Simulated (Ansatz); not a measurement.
# ClHISi radical (SMILES Cl[SiH]I): a rigid scan of the angle H4–Si2–I3

How does the energy rise as the angle H4–Si2–I3 leaves its equilibrium value, and do density functionals follow CCSD(T)? No other atom is relaxed.

Computed with Ansatz 0.2.0, Gaussian basis. Level: single points in def2-TZVPP.

Levels: PBE-D4, r2SCAN-D4, PBE0-D4, B3LYP-D4, wB97M-V, Hartree-Fock, MP2, CCSD, CCSD(T). The scan takes 84.4, 90.4, 96.4, 102.4, 108.4, 114.4, 120.4, 126.4, 132.4°.

Correlated methods freeze the cores. Filled d shells of the heavier atoms are correlated. Core potentials replace the inner electrons past krypton, and spin-orbit coupling is left out. Orbitals are unrestricted. B3LYP uses VWN-RPA correlation.

28 further runs of the same task are left out: 28 set aside as unsound or not needed.

## (1) Starting geometry

The minimum, relaxed at PBE0-D4: SMILES `Cl[SiH]I`, 4 atoms, charge 0, spin multiplicity 2.

Atoms are counted from 1 here; the program's logs count them from 0.

Bond lengths: Cl1–Si2 2.051 Å, Si2–I3 2.432 Å, Si2–H4 1.490 Å. Angles: Cl1–Si2–I3 111.4°, Cl1–Si2–H4 107.2°, I3–Si2–H4 108.4°.

Geometry (Å):

```
Cl   -1.82568   -0.60492   -0.14728
Si    0.07842    0.05130   -0.53393
I     1.70005   -1.02288    0.92567
H     0.10271    1.51631   -0.26486
```

Energies of the minimum (eV), from earlier single points: PBE-D4 -28510.05980, r2SCAN-D4 -28521.12710, PBE0-D4 -28512.48396, B3LYP-D4 -28523.11132, wB97M-V -28517.63345, CCSD(T) -28478.28085.

At the minimum the angle H4–Si2–I3 is 108.4°.

## (2) H4–Si2–I3 = 84.4°

File ccsdt-tzvpp/in.yaml:

```yaml
crystal:
  periodic: [false, false, false]
  atoms:
    - {symbol: Cl, position_ang: [-1.825684, -0.604923, -0.147277]}
    - {symbol: Si, position_ang: [0.078423, 0.051299, -0.533930]}
    - {symbol: I, position_ang: [1.700051, -1.022882, 0.925670]}
    - {symbol: H, position_ang: [0.529077, 1.305933, 0.130931]}
basis:
  gaussian: {orbitals: def2-TZVPP}
magnetization: {spin_polarized: true, initial_magnetization: 1}
correlation: {method: ccsd_t}
scf: {omitted_lower_state_checks: [cluster_reference]}
```

No record of the launch command was kept for these runs.

Further steps of the session: H4–Si2–I3 = 90.4°; H4–Si2–I3 = 96.4°; H4–Si2–I3 = 102.4°; H4–Si2–I3 = 108.4°; H4–Si2–I3 = 114.4°; H4–Si2–I3 = 120.4°; H4–Si2–I3 = 126.4°; H4–Si2–I3 = 132.4°.

Q: Predict the outcome of this session. Wanted: highest point, CCSD(T); lowest point, CCSD(T); minimum along the scan, CCSD(T); RMS deviation from CCSD(T); largest T1 diagnostic.

**Answer**, as computed:

```
                       quantity                                                                                                          value
         highest point, CCSD(T)                                                                                          34.5 kJ/mol at 84.4 °
          lowest point, CCSD(T)                                                                                          0.0 kJ/mol at 108.4 °
minimum along the scan, CCSD(T)                                                                                                        108.6 °
                curvature there                                                                                                  1.12 meV/deg²
     RMS deviation from CCSD(T)  PBE-D4 2.2, r2SCAN-D4 0.7, PBE0-D4 0.9, B3LYP-D4 0.8, wB97M-V 0.8, Hartree-Fock 3.2, MP2 0.5, CCSD 0.5 kJ/mol
          largest T1 diagnostic                                                                                                          0.013
```

In words: A polynomial through the near points puts the CCSD(T) minimum 0.2° above the PBE0-D4 value. Curvature against CCSD(T): PBE-D4 -11 %, Hartree-Fock +16 %. Best along the scan: MP2. Worst: Hartree-Fock.
